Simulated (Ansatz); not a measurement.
# interstitial Al in Si: molecular dynamics, part 3 of 3

The plan is to see whether the interstitial stays in its void or moves on. The start is relaxed first. Runs: 50 steps of 12 fs under a Langevin thermostat at 600 K; 20 steps of 8 fs under a Nosé-Hoover thermostat at 840 K. The host cell (diamond) has 16 atoms; the extra atom is the last.

Ansatz 0.2.0; DFT r2SCAN+D3(BJ), plane waves, PAW, scalar-relativistic, collinear spin.

## 11. Snapshots as a file

Extended XYZ, with forces in eV/Å:

```xyz
17
Lattice="0.000 5.430 5.430 5.430 0.000 5.430 5.430 5.430 0.000" Properties=species:S:1:pos:R:3:forces:R:3 pbc="T T T" time_fs=24.0 T=551 dE=0.6218
Si    0.149   -0.063    0.233   -0.713    1.687    0.983
Si    1.515    1.327    1.832   -1.153   -0.740   -0.780
Si    2.961    2.569    0.465   -0.997    0.804    0.536
Si    4.147    4.171    1.770    0.858   -0.445   -1.938
Si    2.762   -0.207    3.165   -0.173    0.746   -0.930
Si    4.183    1.334    4.175    0.164   -0.616    1.151
Si    5.498    2.754    2.950   -0.192   -0.941   -0.484
Si    6.817    3.912    4.501   -0.044    0.533    1.197
Si   -0.314    2.639    2.801    1.067   -0.325    0.409
Si    1.082    4.207    3.957   -0.032   -1.328    0.262
Si    2.692    5.421    2.927   -0.359    0.796    0.209
Si    4.149    6.563    4.572    0.179    0.134   -1.631
Si    2.560    2.759    5.124   -0.418   -0.830    1.161
Si    3.672    3.939    6.832    0.231   -0.381    0.505
Si    5.361    5.087    5.783    0.164    0.522    0.442
Si    6.711    6.699    6.774    0.411    0.851   -0.105
Al    7.971    7.874    8.617    1.008   -0.469   -0.983
17
Lattice="0.000 5.430 5.430 5.430 0.000 5.430 5.430 5.430 0.000" Properties=species:S:1:pos:R:3:forces:R:3 pbc="T T T" time_fs=56.0 T=739 dE=0.2400
Si    0.173    0.092    0.390   -0.669   -0.814   -2.008
Si    1.477    1.257    1.767    0.755    0.936    0.200
Si    2.878    2.680    0.524    0.199   -0.916   -1.241
Si    4.102    4.306    1.560   -0.193   -0.660    1.426
Si    2.836   -0.118    3.004    0.226   -0.358    0.611
Si    4.169    1.260    4.378   -0.493    0.913   -0.556
Si    5.335    2.774    2.952    0.576   -0.064    0.025
Si    6.976    3.982    4.487   -0.173   -0.287   -1.039
Si   -0.143    2.487    2.850   -0.487    0.603   -0.126
Si    1.025    4.070    4.076    0.533    0.445    0.756
Si    2.503    5.475    2.888    0.273   -1.707   -0.444
Si    4.223    6.552    4.418   -0.173    0.073    0.897
Si    2.461    2.689    5.305    0.909   -0.290    0.181
Si    3.807    3.847    6.874    0.686   -0.276    0.315
Si    5.472    5.045    5.718   -0.876    1.117    0.613
Si    6.612    6.841    6.716   -0.913   -0.420    0.634
Al    8.009    7.740    8.568   -0.178    1.707   -0.244
17
Lattice="0.000 5.430 5.430 5.430 0.000 5.430 5.430 5.430 0.000" Properties=species:S:1:pos:R:3:forces:R:3 pbc="T T T" time_fs=80.0 T=791 dE=0.1950
Si    0.104    0.141    0.200   -0.133   -0.695    1.731
Si    1.514    1.315    1.702   -0.078   -0.642   -0.481
Si    2.828    2.581    0.315    0.992    1.002    0.156
Si    4.080    4.273    1.636    0.324   -1.017   -1.450
Si    2.929   -0.088    2.924   -0.190   -0.028    0.612
Si    4.070    1.363    4.459    0.406   -0.205   -2.443
Si    5.301    2.767    2.921    0.256    0.572    1.304
Si    6.985    4.058    4.408   -0.927    0.140   -0.305
Si   -0.063    2.479    2.899    0.620    0.125    0.874
Si    1.059    3.982    4.308    1.265   -0.310   -0.829
Si    2.425    5.262    2.795   -0.618    1.678    1.108
Si    4.215    6.589    4.406   -0.941   -0.616   -0.040
Si    2.538    2.546    5.524   -0.732    1.587    0.726
Si    4.042    3.739    6.995   -0.146    1.373   -1.099
Si    5.439    5.202    5.769   -0.393   -1.000   -0.774
Si    6.392    6.906    6.789    0.904   -0.830    0.775
Al    8.063    7.870    8.422   -0.611   -1.135    0.137
17
Lattice="0.000 5.430 5.430 5.430 0.000 5.430 5.430 5.430 0.000" Properties=species:S:1:pos:R:3:forces:R:3 pbc="T T T" time_fs=104.0 T=895 dE=-0.0100
Si    0.000    0.051    0.235    0.093    0.255   -0.380
Si    1.554    1.291    1.561   -0.271   -0.220    0.028
Si    2.911    2.650    0.133   -1.465    0.316    0.569
Si    4.070    4.080    1.514   -0.542    0.942    0.536
Si    2.975   -0.086    2.929   -1.093   -0.463   -1.271
Si    4.001    1.457    4.203    0.252   -0.745    2.610
Si    5.334    2.872    3.090   -0.109    0.611   -0.931
Si    6.851    4.143    4.266    0.767   -0.034    0.899
Si    0.098    2.491    3.065   -0.312   -0.746   -0.579
Si    1.286    3.897    4.435   -0.824    1.309    0.069
Si    2.301    5.286    2.857    1.644   -0.170   -0.027
Si    4.048    6.514    4.370   -0.092   -0.139   -1.407
Si    2.570    2.629    5.819    0.667   -0.676   -1.060
Si    4.250    3.833    6.981   -0.817   -0.282    1.361
Si    5.348    5.234    5.692    0.981    0.202   -0.900
Si    6.296    6.799    7.014    0.538   -0.434   -0.366
Al    8.024    7.846    8.303    0.583    0.276    0.849
17
Lattice="0.000 5.430 5.430 5.430 0.000 5.430 5.430 5.430 0.000" Properties=species:S:1:pos:R:3:forces:R:3 pbc="T T T" time_fs=136.0 T=640 dE=0.5540
Si   -0.101    0.008    0.206    0.296   -0.062    0.457
Si    1.498    1.228    1.392   -0.928    0.647    0.462
Si    2.673    2.717    0.011    1.153   -1.020    1.311
Si    3.954    4.087    1.532   -0.116   -0.207   -0.606
Si    2.817   -0.102    2.720    1.062    0.926    0.966
Si    3.995    1.382    4.381   -0.196    0.232   -1.227
Si    5.269    3.011    3.082    0.369   -1.569    0.375
Si    6.934    4.255    4.264   -1.090   -0.026   -0.503
Si    0.251    2.361    3.148   -0.229    0.644   -0.304
Si    1.381    4.033    4.580   -0.037   -1.241   -0.751
Si    2.490    5.225    2.908   -1.339   -0.500   -0.603
Si    3.911    6.424    4.111    1.676    1.242    1.695
Si    2.739    2.605    5.912   -0.591    0.064   -0.417
Si    4.384    3.917    7.208    0.382   -0.233   -1.009
Si    5.353    5.305    5.475   -0.371   -0.129    1.436
Si    6.307    6.581    7.198    0.537    0.811   -0.553
Al    8.065    7.950    8.339   -0.578    0.422   -0.729
17
Lattice="0.000 5.430 5.430 5.430 0.000 5.430 5.430 5.430 0.000" Properties=species:S:1:pos:R:3:forces:R:3 pbc="T T T" time_fs=160.0 T=775 dE=0.2911
Si   -0.111   -0.032    0.207   -0.204   -0.774   -0.146
Si    1.292    1.283    1.387    0.757   -0.387    0.914
Si    2.610    2.574    0.089    1.325    1.317   -0.229
Si    3.908    4.080    1.510    0.221   -1.530   -0.361
Si    2.863    0.054    2.702    0.326   -0.331    0.312
Si    3.973    1.325    4.378    0.192    0.096   -1.082
Si    5.218    2.795    3.031    0.827    0.339    0.013
Si    6.925    4.322    4.240   -1.267   -0.773    0.339
Si    0.296    2.377    3.119   -0.422    0.971    0.530
Si    1.384    3.958    4.563   -0.070   -0.752   -0.348
Si    2.462    5.108    2.900    0.073    1.669    0.551
Si    4.059    6.582    4.157   -1.448    0.063   -0.043
Si    2.783    2.579    5.850   -0.606    0.312    0.658
Si    4.523    3.921    7.254   -0.912    0.550   -0.895
Si    5.319    5.351    5.597    0.482   -0.614    0.283
Si    6.393    6.558    7.200    0.738    0.457   -0.305
Al    8.021    8.160    8.279   -0.013   -0.613   -0.193
```

Reading of run 2. Against a set 840 K the second half averages 742 K, going from 791 to 775 K over that half. The conserved energy strays from its start by at most 3.78 meV/atom, 4.4 % of the mean kinetic energy, fair for a step of 8 fs. The farthest move is 0.93 Å against a mean nearest distance of 2.3 Å: a large displacement, and the run is too short to tell whether atoms leave their places. The interstitial Al17 strays up to 0.32 Å from where this run began and ends 0.31 Å from it (the host's drift taken out), so it has kept its site.

## 12. Summary of results

This closing draws on all 3 parts.

| quantity | value |
| --- | --- |
| relaxation of the start | 8 moves, 2.224 eV lower |
| run 1: length | 50 steps of 12 fs |
| run 1: temperature, first and last step | 565 and 417 K |
| run 1: temperature, second half | mean 530 K, from 360 to 743 K |
| run 1: potential energy, second half | +82 meV/atom from this run's first step |
| run 1: mean square displacement, second half | Al 0.057, Si 0.053 Å² |
| run 2: length | 20 steps of 8 fs |
| run 2: temperature, first and last step | 840 and 775 K |
| run 2: temperature, second half | mean 742 K, from 484 to 1000 K |
| run 2: potential energy, second half | +20 meV/atom from this run's first step |
| run 2: largest change of the conserved energy | 3.78 meV/atom |
| run 2: mean square displacement, second half | Si 0.219, Al 0.042 Å² |

What this shows: Mean temperatures of the second halves: 530 K, 742 K. In the last run: the interstitial Al17 strays up to 0.32 Å from where this run began and ends 0.31 Å from it (the host's drift taken out), so it has kept its site. 160 fs on 17 atoms is far too short and small for converged averages.
